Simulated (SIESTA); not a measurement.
**Zn in SIESTA: the effect of dispersion**

Slab: Zn, a slab with vacuum.

```
CELL_PARAMETERS angstrom
2.66480 0.00000 0.00000
-1.33240 2.30778 0.00000
0.00000 0.00000 24.89340
ATOMIC_POSITIONS crystal
Zn 0.33333 0.66667 0.30128
Zn 0.66667 0.33333 0.40064
Zn 0.33333 0.66667 0.50000
Zn 0.66667 0.33333 0.59936
Zn 0.33333 0.66667 0.69872
```

The slab is cut from a database's or a generator's crystal, which needn't be the stable form of the element.

Alike in all runs:

| Quantity | Value |
| --- | --- |
| Program | SIESTA 5.4.2 |
| Task | single point |
| Functional | PBE |
| Potentials or basis | PseudoDojo 0.4 standard (PBE files) |
| Basis | DZP (energy shift 0.003 Ry; two zetas on semicore shells) |
| Grid cutoff | 800 Ry |
| Energy shift | 0.003 Ry |
| k mesh | 11 × 11 × 1 |
| Occupations | fermi-dirac, width 0.05 eV |
| Spin | no spin polarisation |

```csv
dispersion,largest force (eV/Å)
none,?
D3,0.21
D3(BJ),0.25
D4,0.23
```

Task: What does the run with dispersion none give?

Result: Largest force 0.14 eV/Å.
